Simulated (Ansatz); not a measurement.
# ClHInO radical: one species, many methods

An exercise on one series of results from a longer session: the logs are not shown, and one member is left open.

Program: Ansatz 0.2.0, Gaussian basis. Level of theory: functionals in def2-TZVPP, the program's frozen cores in correlated methods. These are calculated values, not measurements.

Plan: LDA (SPW92), PBE-D4, revPBE-D4, BLYP-D4, r2SCAN-D4, B97M-V, PBE0-D4, B3LYP-D4, r2SCANh-D4, r2SCAN0-D4, HSE06-D4, BHLYP-D4, CAM-B3LYP-D4, LC-ωPBE, ωB97X-V, ωB97M-V, B2PLYP, PBE-QIDH; CCSD(T)/def2-SVP; CCSD(T)/def2-TZVPP; CCSD(T)/def2-QZVPP; extrapolation to the limit; RPA on PBE.

## The relaxed structure

The geometry comes from an earlier relaxation with PBE0-D4 in a triple-zeta def2 set; it is a stationary point. In takes the def2 core potential; no spin-orbit term is included.

SMILES `[O][InH][Cl]`, 4 atoms, charge 0, spin multiplicity 2.

Atoms are counted from 1 here; the program's logs count them from 0.

Bond lengths: O1–In2 1.994 Å, In2–Cl3 2.316 Å, In2–H4 1.691 Å. Angles: O1–In2–Cl3 109.0°, O1–In2–H4 126.7°, Cl3–In2–H4 124.3°.

Set-up of the first run:

File in.yaml:

```yaml
crystal:
  periodic: [false, false, false]
  atoms:
    - {symbol: O, position_ang: [-1.818163, -0.633756, 0.227315]}
    - {symbol: In, position_ang: [-0.022682, 0.152846, -0.136289]}
    - {symbol: Cl, position_ang: [1.582554, -1.075807, 0.994217]}
    - {symbol: H, position_ang: [0.313890, 1.496417, -1.105644]}
basis:
  gaussian: {orbitals: def2-TZVPP}
magnetization: {spin_polarized: true, initial_magnetization: 1}
hamiltonian: {xc: lda}
output: {orbitals: {seedname: orbitals}}
```

Launch:

```sh
$ ansatz run in.yaml --threads 2 --pin off --events-out ev --progress --plain --max-ram 22528MiB --backend cpu
```

Steps of the session up to this table: LDA; PBE-D4 (GGA); revPBE-D4 (GGA); BLYP-D4 (GGA); r2SCAN-D4 (meta-GGA); B97M-V (meta-GGA); B3LYP-D4 (hybrid); r2SCANh-D4 (hybrid); r2SCAN0-D4 (hybrid); HSE06-D4 (hybrid); BHLYP-D4 (hybrid); CAM-B3LYP-D4 (range-separated); LC-ωPBE (range-separated); ωB97X-V (range-separated); ωB97M-V (range-separated); B2PLYP (double hybrid); PBE-QIDH (double hybrid).

One table of the session follows, with a row left open; its other results are not shown here.

It belongs to the step «Orbital energies across the functionals». 

| functional | HOMO (eV) | LUMO (eV) | gap (eV) |
| --- | --- | --- | --- |
| LDA (SPW92) | -7.10 | -6.67 | 0.43 |
| PBE-D4 | -7.02 | -5.95 | 1.06 |
| revPBE-D4 | -6.95 | -5.76 | 1.18 |
| BLYP-D4 | -6.93 | -5.95 | 0.98 |
| r2SCAN-D4 | -7.38 | -5.08 | 2.30 |
| B97M-V | -7.46 | -5.02 | 2.44 |
| PBE0-D4 | -8.65 | -3.92 | 4.73 |
| B3LYP-D4 | -8.40 | -4.56 | 3.84 |
| r2SCANh-D4 | -7.98 | -4.37 | 3.61 |
| r2SCAN0-D4 | -8.89 | -3.34 | 5.55 |
| HSE06-D4 | -8.23 | -4.33 | 3.90 |
| BHLYP-D4 | -10.02 | -2.13 | 7.89 |
| CAM-B3LYP-D4 | -10.14 | -2.83 | 7.30 |
| LC-ωPBE | -11.54 | -1.29 | 10.25 |
| ωB97X-V | -11.15 | -1.67 | 9.48 |
| ωB97M-V | ? | ? | ? |

**Question.** Estimate the row for ωB97M-V.

The run gave: HOMO (eV): -11.00; LUMO (eV): -1.72; gap (eV): 9.28. In the column «HOMO (eV)» it lies between ωB97X-V (-11.15) and CAM-B3LYP-D4 (-10.14).
